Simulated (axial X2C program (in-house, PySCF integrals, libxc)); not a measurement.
**A two-component session on RhCl: properties at the nuclei**

Aim: properties at the nuclei of RhCl, with spin–orbit coupling in the Hamiltonian from the start.

Computed with an in-house X2C program for linear molecules on PySCF integrals. Level: two-component X2C with atomic mean-field terms, Rh dyall-cv3z, Cl dyall-av3z.

All values are calculated.

## Step 1: Set-up

task.json

```json
{
 "zs": [
  45,
  17
 ],
 "q": 0,
 "bas": [
  "dyall-cv3z",
  "dyall-av3z"
 ],
 "r0": 2.24,
 "levels": [
  "PBE0",
  "HF",
  "PBE",
  "TPSSh",
  "B3LYP"
 ],
 "nst": 3
}
```

Keys: zs atomic numbers; q charge; bas basis sets; r0 starting distance in Å; levels methods (HF also brings MP2); nst determinants followed.

Run with:

```
> python soeom.py task.json out
```

The runs that follow: Expectation values, lowest determinant; Expectation values, a higher determinant; Expectation values, a higher determinant.

What does the calculation give? Wanted: lowest determinant; Eeff magnitude; Ws magnitude Rh; A∥/gI Rh; qzz Rh; higher determinant (for each run or level that gives them).

**Answer**, as computed:

| quantity | value |
| --- | --- |
| lowest determinant | Ω = 3 (excess of +ω over −ω: ω = 1/2, ω = 5/2) |
| Eeff magnitude (GV/cm), PBE0 | 2 |
| Ws magnitude Rh (kHz), PBE0 | 0.302 |
| A∥/gI Rh (MHz), PBE0 | 587 |
| qzz Rh (a.u.), PBE0 | -1.05 |
| higher determinant | Ω = 2 (excess of +ω over −ω: ω = 1/2, ω = 3/2) |
| Eeff magnitude (GV/cm), PBE0, higher determinant | 2.49 |
| Ws magnitude Rh (kHz), PBE0, higher determinant | 0.526 |
| A∥/gI Rh (MHz), PBE0, higher determinant | 447 |
| qzz Rh (a.u.), PBE0, higher determinant | 3.69 |
| higher determinant | Ω = 1 (excess of +ω over −ω: ω = -1/2, ω = 3/2) |
| Eeff magnitude (GV/cm), PBE0, higher determinant | 1.99 |
| Ws magnitude Rh (kHz), PBE0, higher determinant | 0.836 |
| A∥/gI Rh (MHz), PBE0, higher determinant | 349 |
| qzz Rh (a.u.), PBE0, higher determinant | -0.53 |

**Reading.** In the first state, the effective field runs from 1.85 to 2.08 GV/cm over the mean-field levels. The expectation values come from single determinants, which for open shells can mix terms of unlike spin or miss the lowest Ω, so a determinant need not be a state. Eeff is the effective electric field on the electron dipole moment in this Ω state and Ws the scalar–pseudoscalar constant (defined with the proton number Z and per Ω); A∥ is the parallel hyperfine constant, which follows by multiplying with the nuclear g factor gI = μI/(I μN); qzz is the electric field gradient, eQq0 = 234.96 MHz × Q/barn × qzz; μ is positive if Cl is the positive end. The operators were transformed with the bare-nucleus X2C matrices.
